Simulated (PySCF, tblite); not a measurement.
**C₆H₅N₂ radical: geometry, infrared bands and EPR parameters**

What infrared bands and EPR parameters should C₆H₅N₂ radical (`C#CC[N]/C=C/C#N`) show?

Computed with tblite 0.8.0 and PySCF 2.14.0, with density-fitted response routines of our own, on a single molecule in the gas phase. Atoms count from 0, in the outputs and in this text.

### Step 1. The starting structure

13 atoms, charge 0, multiplicity 2; geometry from: force field or distance geometry start.

Bonds of the start (Å): C0–C1 1.20, C1–C2 1.49, C2–N3 1.45, N3–C4 1.42, C4–C5 1.34, C5–C6 1.44, C6–N7 1.17, C0–H8 1.06, C2–H9 1.13, C2–H10 1.11, C4–H11 1.09, C5–H12 1.09.

### Step 2. Geometry optimisation with GFN2-xTB

Job settings and geometry (Å):

```
{"job": {"kind": "relax", "xc": "GFN2-xTB", "basis": "xTB"}, "charge": 0, "multiplicity": 2}
C     -1.713200     1.837600    -0.177100
C     -1.721700     0.636300    -0.145300
C     -1.716300    -0.853100    -0.061800
N     -0.377100    -1.327800    -0.367900
C      0.622100    -0.321400    -0.475100
C      1.875600    -0.702300    -0.213000
C      2.938200     0.270400    -0.317400
N      3.797300     1.069000    -0.385800
H     -1.736600     2.898400    -0.201300
H     -2.443400    -1.284500    -0.804300
H     -2.017100    -1.195700     0.951300
H      0.384800     0.695700    -0.775400
H      2.103100    -1.722000     0.094100
```

On the command line:

```console
OMP_NUM_THREADS=1 python probes_run.py task.json out
```

This one command runs all jobs of the session in turn.

Log:

```text
step      E/eV     max force
  0    -572.00882    4.239
  1    -572.28847    6.538
  2    -572.25580    4.750
  3    -572.51505    1.719
  4    -572.56726    0.884
  5    -572.60694    0.987
  6    -572.61986    1.804
  7    -572.63690    0.990
  8    -572.64814    0.408
  9    -572.65909    0.190
 10    -572.66654    0.307
 11    -572.67132    0.226
 12    -572.67647    0.219
 13    -572.68158    0.226
 14    -572.68768    0.291
 15    -572.69546    0.346
 16    -572.70432    0.282
 17    -572.71166    0.217
 18    -572.71695    0.213
 19    -572.72136    0.223
 20    -572.72588    0.187
 21    -572.73084    0.178
 22    -572.73575    0.189
 23    -572.74043    0.200
 24    -572.74464    0.180
 25    -572.74786    0.128
 26    -572.75001    0.124
 27    -572.75187    0.110
 28    -572.75393    0.139
 29    -572.75625    0.142
 30    -572.75893    0.157
 31    -572.76196    0.193
 32    -572.76506    0.187
 33    -572.76784    0.167
 34    -572.76999    0.182
 35    -572.77155    0.154
 36    -572.77291    0.236
 37    -572.77401    0.095
 38    -572.77475    0.068
 39    -572.77529    0.062
 40    -572.77583    0.061
 41    -572.77652    0.064
 42    -572.77705    0.069
 43    -572.77738    0.051
 44    -572.77761    0.041
 45    -572.77783    0.038
 46    -572.77808    0.036
 47    -572.77831    0.050
 48    -572.77852    0.041
 49    -572.77875    0.041
 50    -572.77902    0.056
 51    -572.77928    0.063
 52    -572.77948    0.055
 53    -572.77963    0.034
 54    -572.77975    0.029
 55    -572.77985    0.044
 56    -572.77993    0.036
 57    -572.78001    0.031
 58    -572.78012    0.039
 59    -572.78027    0.053
 60    -572.78045    0.065
 61    -572.78060    0.046
 62    -572.78071    0.025
 63    -572.78078    0.025
 64    -572.78084    0.030
 65    -572.78089    0.033
 66    -572.78095    0.029
 67    -572.78103    0.030
 68    -572.78110    0.043
 69    -572.78117    0.043
 70    -572.78122    0.029
 71    -572.78126    0.020
 72    -572.78131    0.027
 73    -572.78137    0.032
 74    -572.78142    0.029
 75    -572.78146    0.018
 76    -572.78150    0.015
 77    -572.78154    0.022
 78    -572.78157    0.020
 79    -572.78160    0.013
 80    -572.78162    0.012
 81    -572.78165    0.020
 82    -572.78168    0.023
 83    -572.78171    0.015
 84    -572.78174    0.015
 85    -572.78177    0.020
 86    -572.78182    0.027
 87    -572.78187    0.028
 88    -572.78192    0.018
 89    -572.78195    0.009
```

Run time: 0.38 s. Hardware: 1 thread of Arm Neoverse V2, shared host.

Step by step: (not every step is listed) (the energy doesn't fall at every step)

```tsv
step	energy from step 0 (eV)	largest force (eV/Å)
0	0.0000	4.2388
1	-0.2796	6.5378
2	-0.2470	4.7504
3	-0.5062	1.7189
4	-0.5584	0.8841
5	-0.5981	0.9869
6	-0.6110	1.8041
7	-0.6281	0.9897
8	-0.6393	0.4076
15	-0.6866	0.3457
22	-0.7269	0.1895
29	-0.7474	0.1417
36	-0.7641	0.2361
43	-0.7686	0.0513
50	-0.7702	0.0561
57	-0.7712	0.0310
64	-0.7720	0.0301
71	-0.7724	0.0204
78	-0.7727	0.0195
84	-0.7729	0.0152
85	-0.7730	0.0201
86	-0.7730	0.0269
87	-0.7731	0.0278
88	-0.7731	0.0184
89	-0.7731	0.0094
```

Distances of close pairs at the start and the end, largest changes first:

```tsv
bond	before (Å)	after (Å)	change (Å)
N3–C4	1.422	1.292	-0.131
C5–C6	1.444	1.380	-0.064
C4–C5	1.336	1.398	+0.062
C1–C2	1.492	1.453	-0.039
C2–N3	1.453	1.421	-0.033
C2–H9	1.125	1.101	-0.025
C6–N7	1.175	1.155	-0.020
C0–H8	1.061	1.050	-0.012
```

The end geometry stands in the next job.

### Step 3. Infrared spectrum with GFN2-xTB

Job settings and geometry (Å):

```
{"job": {"kind": "ir", "xc": "GFN2-xTB", "basis": "xTB"}, "charge": 0, "multiplicity": 2}
C     -2.100025     1.890706    -0.211519
C     -1.929670     0.706017    -0.160246
C     -1.644574    -0.716488    -0.087709
N     -0.287581    -1.136487    -0.110813
C      0.686727    -0.301106    -0.257138
C      2.002091    -0.774022    -0.252896
C      3.087244     0.063877    -0.411887
N      3.994926     0.764715    -0.546909
H     -2.292565     2.921498    -0.254684
H     -2.149070    -1.234292    -0.917508
H     -2.083856    -1.129431     0.832724
H      0.525977     0.775189    -0.385474
H      2.185989    -1.829690    -0.114918
```

Log:

```text
mode    cm-1     km/mol
  1      63.7      0.16
  2      76.3      2.25
  3     145.4      2.20
  4     153.0      2.27
  5     215.9     36.12
  6     283.0      6.61
  7     284.1      9.77
  8     385.6      1.33
  9     429.8      0.24
 10     536.0      3.47
 11     604.1      8.94
 12     640.8     22.14
 13     700.9     15.85
 14     720.5     31.09
 15     862.9      0.10
 16     940.9     11.32
 17     945.4      5.55
 18    1047.7      3.40
 19    1065.7     38.56
 20    1129.9      1.17
 21    1181.9     10.64
 22    1248.7      2.48
 23    1282.7      7.86
 24    1372.0     77.34
 25    1413.5      0.81
 26    1502.7     23.19
 27    2270.3     25.32
 28    2274.9    103.15
 29    2853.8      4.92
 30    2889.9      5.13
 31    2898.5     55.97
 32    3079.1      2.79
 33    3391.0      3.69
```

Run time: 0.27 s. Hardware: 1 thread of Arm Neoverse V2, shared host.

The strongest bands and the atoms that carry them (share of the mass-weighted mode):

```tsv
cm⁻¹	km/mol	atoms
216	36.1	N3 49 %, C5 12 %
720	31.1	H12 53 %, C5 32 %
1066	38.6	C2 30 %, N3 25 %, H9 13 %, H10 11 %
1372	77.3	H10 42 %, H9 42 %
1503	23.2	N3 46 %, C4 42 %
2270	25.3	C1 58 %, C0 32 %
2275	103.2	C6 60 %, N7 38 %
2898	56.0	H11 90 %
```

### Step 4. EPR parameters: B3LYP/pcH-1

The job, as its differences from that of step 3:

```diff
@@ -1,2 +1,2 @@
-{"job": {"kind": "ir", "xc": "GFN2-xTB", "basis": "xTB"}, "charge": 0, "multiplicity": 2}
+{"job": {"kind": "epr", "basis": "pcH-1"}, "charge": 0, "multiplicity": 2}
 C     -2.100025     1.890706    -0.211519
```

With the program's defaults for keys left out, this is: UKS B3LYP, pcH-1 on C H N, non-relativistic, mean-field spin-orbit, GIAO.

Log:

```text
UKS, coarse grid
  cycle   1  E = -340.95512169  |g| = 3.66e-01
  cycle   2  E = -340.79825481  |g| = 6.96e-01
  cycle   3  E = -341.01296038  |g| = 1.55e-01
  cycle   4  E = -341.02373606  |g| = 3.78e-02
  cycle   5  E = -341.02442302  |g| = 1.97e-02
  cycle   6  E = -341.02461209  |g| = 8.76e-03
  cycle   7  E = -341.02467880  |g| = 3.52e-03
  cycle   8  E = -341.02469584  |g| = 1.34e-03
  cycle   9  E = -341.02469808  |g| = 5.63e-04
UKS, final grid
  cycle   1  E = -341.02466975  |g| = 9.38e-04
  cycle   2  E = -341.02466793  |g| = 2.17e-03
  cycle   3  E = -341.02467024  |g| = 1.95e-04
  cycle   4  E = -341.02467027  |g| = 8.28e-05
  cycle   5  E = -341.02467028  |g| = 1.09e-04
  cycle   6  E = -341.02467029  |g| = 2.20e-05
E = -341.02467029 Eh   <S^2> = 0.7801 (exact 0.7500)
g shifts (ppm)      1          2          3
  rmc          -195       -195       -195
  gc            -10         35         39
  oz_so          59       1526       3147
  total        -147       1366       2991
hyperfine (MHz)  atom isotope    a_iso     a_fc   dipolar eigenvalues
    0   13C      -0.25      -0.25     -0.75      0.26      0.50
    1   13C      -0.56      -0.56     -0.65     -0.31      0.96
    2   13C     -17.83     -17.83     -2.37      1.05      1.32
    3   14N      16.19      16.19    -20.02    -19.43     39.46
    4   13C     -45.02     -45.02    -27.63     10.90     16.73
    5   13C      54.90      54.90    -51.96    -50.99    102.95
    6   13C     -47.53     -47.53    -16.82     -0.98     17.80
    7   14N       7.02       7.02    -14.67    -11.18     25.86
    8    1H      -0.09      -0.09     -0.46     -0.37      0.83
    9    1H      70.14      70.14     -3.55     -1.83      5.38
   10    1H      62.80      62.80     -3.46     -1.98      5.44
   11    1H       9.26       9.26     -4.62     -1.14      5.76
   12    1H     -43.54     -43.54    -21.11     -2.38     23.48
```

It took 51 s on 1 thread of Arm Neoverse V2, shared host; peak memory 0.88 GiB.

Principal g values 2.00217, 2.00369, 2.00531; g(iso) = 2.00372, against 2.00232 for a free electron.

Hyperfine couplings; where a row names several nuclei, a(iso) is their mean (it holds for fast rotation or exchange) and the dipolar term the largest among them:

```tsv
nuclei	isotope	a(iso) (MHz)	a(iso) (G, at g = 2.0023)	largest dipolar term (MHz)
H9, H10	1H	66.5	23.7	5.4
C5	13C	54.9	19.6	102.9
C6	13C	-47.5	-17.0	17.8
C4	13C	-45.0	-16.1	-27.6
H12	1H	-43.5	-15.5	23.5
C2	13C	-17.8	-6.4	-2.4
N3	14N	16.2	5.8	39.5
H11	1H	9.3	3.3	5.8
N7	14N	7.0	2.5	25.9
C1	13C	-0.6	-0.2	1.0
C0	13C	-0.2	-0.1	-0.8
H8	1H	-0.1	0.0	0.8
```

Mulliken spin populations:

C0 0.00; C1 0.00; C2 -0.03; N3 0.42; C4 -0.21; C5 0.65; C6 -0.17; N7 0.31; H8 0.00; H9 0.03; H10 0.03; H11 0.01; H12 -0.03

In first order the couplings over 0.8 MHz of 1H, 14N give 108 distinct lines over 82.8 G, if the averaged nuclei exchange fast.

The fields below are evaluated on a grid from the run's orbitals.

ELF in a plane through or near 11 of the atoms.

Ten even steps from ' ' (0.00) to '@' (1.00):
```
                                                        
                                                        
                                                        
          ..                        ==%%%%**            
      --**##**--..                ::%%@@@@@@::          
    ::##%%@@%%**--..            ::==@@@@@@@@::          
    ==%%@@%%**##++--    **##    ++**==**%%**..          
    --##%%====%%##==  --@@@@--  ++%%....**++::          
    ..==**####==--++  ++@@@@**  ++##%%%%%%**--          
      ::--****==%%##**++++%%::  ++==..**##++::          
        ::--==**##..%%**==----..++@@##**++==..          
              ==%%****++**%%**%%--..++::                
            ==@@@@@@::  ++##==##==--**--                
            **@@@@@@....##@@%%==--****::                
            ..**%%**    ##@@##..  ....                  
                ..      --**--                          
                                                        
                                                        
                                                        
                                                        
```
The map spans 12.8 Å across and 10.1 Å up, centred on the molecule. Atoms in the plane (x, y in Å): C0 (2.4, 1.5), C1 (2.0, 0.3), C2 (1.5, -1.0), N3 (0.1, -1.2), C4 (-0.7, -0.2), C5 (-2.1, -0.4), C6 (-3.0, 0.6), N7 (-3.8, 1.5), H8 (2.8, 2.4), H11 (-0.4, 0.9), H12 (-2.5, -1.4).

log10 of the density (e/Å³) in the same plane.

Values, 10 rows by 14 columns:
```
-4.0 -4.0 -4.0 -4.0 -4.0 -4.0 -4.0 -4.0 -4.0 -4.0 -4.0 -4.0 -4.0 -4.0
-4.0 -4.0 -3.9 -3.7 -4.0 -4.0 -4.0 -4.0 -3.8 -3.0 -2.9 -3.7 -4.0 -4.0
-4.0 -2.6 -1.5 -1.3 -2.0 -3.1 -3.3 -2.9 -2.1 -0.9 -0.7 -2.2 -3.7 -4.0
-4.0 -1.7 -0.2  0.4 -0.8 -1.9 -1.5 -1.7 -1.1  0.1 -0.1 -1.7 -3.2 -4.0
-4.0 -1.9 -0.6  0.4  0.1 -0.9  0.0 -0.7 -0.6  0.4 -0.3 -1.7 -3.1 -3.6
-4.0 -2.8 -1.7 -0.6  0.2  0.3  1.4 -0.4 -0.2  0.1 -0.9 -2.2 -3.6 -3.6
-4.0 -4.0 -3.0 -1.4  0.0 -0.7 -0.2  0.6  0.1 -0.2 -1.6 -3.2 -4.0 -4.0
-4.0 -4.0 -3.9 -2.4 -1.6 -2.0 -1.3 -0.9 -1.3 -1.3 -2.2 -3.8 -4.0 -4.0
-4.0 -4.0 -4.0 -4.0 -3.6 -3.6 -3.1 -2.8 -2.9 -2.9 -3.5 -4.0 -4.0 -4.0
-4.0 -4.0 -4.0 -4.0 -4.0 -4.0 -4.0 -4.0 -4.0 -4.0 -4.0 -4.0 -4.0 -4.0
```
The map spans 12.8 Å across and 10.1 Å up, centred on the molecule. Atoms in the plane (x, y in Å): C0 (2.4, 1.5), C1 (2.0, 0.3), C2 (1.5, -1.0), N3 (0.1, -1.2), C4 (-0.7, -0.2), C5 (-2.1, -0.4), C6 (-3.0, 0.6), N7 (-3.8, 1.5), H8 (2.8, 2.4), H11 (-0.4, 0.9), H12 (-2.5, -1.4).

On the surface of density 0.002 e/bohr³ the electrostatic potential runs, from the 1st to the 99th percentile, from -1.62 V near N7 to 1.64 V near H8.

The spin density lies nearest to C5 31 %; N3 25 %; N7 18 %; C4, C6 about 8 % each (beta excess).

### Step 5. What came out

| quantity | value |
| --- | --- |
| strongest single infrared mode (GFN2-xTB) | 2275 cm⁻¹, 103 km/mol |
| zero-point energy (GFN2-xTB) | 55.6 kcal/mol |
| g(iso) (B3LYP) | 2.00372 |
| ⟨S²⟩ | 0.780 (exact 0.75) |
| largest a(iso) (averaged by class) | 1H on H9, H10, 66.5 MHz |
| surface potential, 1st and 99th percentile | -1.62 V and 1.64 V |

**Reading.** Relaxing lowered the energy by 0.773 eV in 89 steps; the close pair that moved most is N3–C4, from 1.422 to 1.292 Å. No mode is imaginary among the 33: a minimum at this level. The strongest single mode, at 2275 cm⁻¹, moves mainly C6 and N7. GFN2-xTB is a fitted tight-binding method: band positions and strengths are rough. Its intensities can rank the bands wrongly. C5 carries the largest spin population, 0.65 e. The isotropic g lies 1.4 ppt above the free-electron value.
